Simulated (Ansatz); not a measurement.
# Li: the cost of one run

Program: Ansatz 0.2.0. Level of theory: DFT PBEsol, plane waves, PAW, scalar-relativistic, no spin polarisation. These are calculated values, not measurements.

**1. Starting point**

The cell holds 17 atoms (Li17): a = 6.980 Å, b = 6.980 Å, c = 6.980 Å, α = 90.00°, β = 90.00°, γ = 90.00°.

Structure file:

```
CELL_PARAMETERS angstrom
6.98000 0.00000 0.00000
0.00000 6.98000 0.00000
0.00000 0.00000 6.98000
ATOMIC_POSITIONS crystal
Li 0.00000 0.00000 0.00000
Li 0.50000 0.00000 0.00000
Li 0.00000 0.50000 0.00000
Li 0.00000 0.00000 0.50000
Li 0.25000 0.25000 0.25000
Li 0.50000 0.50000 0.00000
Li 0.50000 0.00000 0.50000
Li 0.75000 0.25000 0.25000
Li 0.00000 0.50000 0.50000
Li 0.25000 0.75000 0.25000
Li 0.25000 0.25000 0.75000
Li 0.50000 0.50000 0.50000
Li 0.75000 0.75000 0.25000
Li 0.75000 0.25000 0.75000
Li 0.25000 0.75000 0.75000
Li 0.75000 0.75000 0.75000
Li 0.74177 0.37469 0.00200
```

**2. Preparing the start**

input.yaml reads:

```yaml
crystal:
  lattice:
    - [6.98, 0.0, 0.0]
    - [0.0, 6.98, 0.0]
    - [0.0, 0.0, 6.98]
  atoms:
    - { symbol: Li, position: [0.0, 0.0, 0.0] }
    - { symbol: Li, position: [0.5, 0.0, 0.0] }
    - { symbol: Li, position: [0.0, 0.5, 0.0] }
    - { symbol: Li, position: [0.0, 0.0, 0.5] }
    - { symbol: Li, position: [0.25, 0.25, 0.25] }
    - { symbol: Li, position: [0.5, 0.5, 0.0] }
    - { symbol: Li, position: [0.5, 0.0, 0.5] }
    - { symbol: Li, position: [0.75, 0.25, 0.25] }
    - { symbol: Li, position: [0.0, 0.5, 0.5] }
    - { symbol: Li, position: [0.25, 0.75, 0.25] }
    - { symbol: Li, position: [0.25, 0.25, 0.75] }
    - { symbol: Li, position: [0.5, 0.5, 0.5] }
    - { symbol: Li, position: [0.75, 0.75, 0.25] }
    - { symbol: Li, position: [0.75, 0.25, 0.75] }
    - { symbol: Li, position: [0.25, 0.75, 0.75] }
    - { symbol: Li, position: [0.75, 0.75, 0.75] }
    - { symbol: Li, position: [0.7417697, 0.3746902, 0.0019992] }
basis:
  ecutwfc: 420.0
kpoints:
  mp_grid: { grid: [2, 2, 2] }
hamiltonian:
  xc: pbesol
scf:
  occupations: { method: fermi_dirac, width: 0.1 }
  lower_state_search: "off"
relax:
  f_tol: 0.08
  max_steps: 25
  adjacent_minimum: "off"
```

Command:

```console
$ ansatz run input.yaml --threads 1 --pin off --max-ram 3072MiB --backend cpu --events-out ev --progress --plain --runs-dir out
```

**Question.** How long does this run take on 1 thread of Intel Xeon 6975P-C (Granite Rapids), shared host, and how much memory does it need?

About 22 s, with a peak of 0.51 GiB.
